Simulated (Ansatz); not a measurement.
# CHClSe: vertical ionisation energy

The task here is to estimate one member of a computed series from the others.

Method: unrestricted cation, the program's frozen cores in correlated methods; program: Ansatz 0.2.0, Gaussian basis.

The runs, in order: UKS PBE-D4/def2-TZVPP; UKS r2SCAN-D4/def2-TZVPP; UKS PBE0-D4/def2-TZVPP; UKS B3LYP-D4/def2-TZVPP; UKS wB97X-V/def2-TZVPP; UKS wB97M-V/def2-TZVPP; UKS B2PLYP/def2-TZVPP; UHF-CCSD(T)/def2-TZVPP; UHF-MP2/def2-QZVPP; extrapolation to the limit; then −ε(HOMO) from the neutral's earlier runs with LDA (SPW92), PBE-D4, revPBE-D4, BLYP-D4, r2SCAN-D4, B97M-V, PBE0-D4, B3LYP-D4, r2SCANh-D4, r2SCAN0-D4, HSE06-D4, BHLYP-D4, CAM-B3LYP-D4, LC-ωPBE, ωB97X-V, ωB97M-V.

**The relaxed structure**

All runs share one geometry, relaxed beforehand with PBE0-D4 in a triple-zeta def2 set.

4 atoms, charge 0, spin multiplicity 1.

Atoms are counted from 1 here; the program's logs count them from 0.

Bond lengths: Cl1–C2 1.708 Å, C2–Se3 1.740 Å, C2–H4 1.086 Å. Angles: Cl1–C2–Se3 126.4°, Cl1–C2–H4 110.8°, Se3–C2–H4 122.8°.

The first run:

in.yaml

```yaml
crystal:
  periodic: [false, false, false]
  atoms:
    - {symbol: Cl, position_ang: [1.387500, -0.102725, -0.893451]}
    - {symbol: C, position_ang: [0.004559, -0.057575, 0.107248]}
    - {symbol: Se, position_ang: [-1.546327, 0.615491, -0.304822]}
    - {symbol: H, position_ang: [0.209769, -0.515392, 1.070724]}
basis:
  gaussian: {orbitals: def2-TZVPP}
total_charge: 1
magnetization: {spin_polarized: true, initial_magnetization: 1}
hamiltonian: {xc: pbe, dispersion: d4}
```

The run is started by

```bash
> ansatz run in.yaml --threads 2 --pin off --events-out ev --progress --plain --max-ram 4352MiB
```

Among the steps run: Cation, UKS PBE-D4/def2-TZVPP; Cation, UKS r2SCAN-D4/def2-TZVPP; Cation, UKS PBE0-D4/def2-TZVPP; Cation, UKS B3LYP-D4/def2-TZVPP; Cation, UKS wB97X-V/def2-TZVPP; Cation, UKS wB97M-V/def2-TZVPP; Cation, UKS B2PLYP (frozen core)/def2-TZVPP; Cation, UHF-CCSD(T)/def2-TZVPP; Cation, UHF-MP2/def2-QZVPP.

One table of the session follows, with a row left open; its other results are not shown here.

For comparison, −ε(HOMO) of the neutral from earlier runs:

```
  functional  −ε(HOMO) (eV)
 LDA (SPW92)           5.84
      PBE-D4           5.68
   revPBE-D4           5.63
     BLYP-D4           5.51
   r2SCAN-D4           5.93
      B97M-V           6.01
     PBE0-D4           6.85
    B3LYP-D4           6.60
  r2SCANh-D4           6.36
  r2SCAN0-D4           7.01
    HSE06-D4              ?
    BHLYP-D4           7.84
CAM-B3LYP-D4           8.13
     LC-ωPBE           9.51
     ωB97X-V           9.15
     ωB97M-V           8.99
```

Q: Estimate the row for HSE06-D4 from the others.

As computed: −ε(HOMO) (eV): 6.45. In the column «−ε(HOMO) (eV)» it lies between r2SCANh-D4 (6.36) and B3LYP-D4 (6.60).

Caveats from the session: The cation may have settled in a state other than its lowest; no search over hole states beyond the program's own was made.
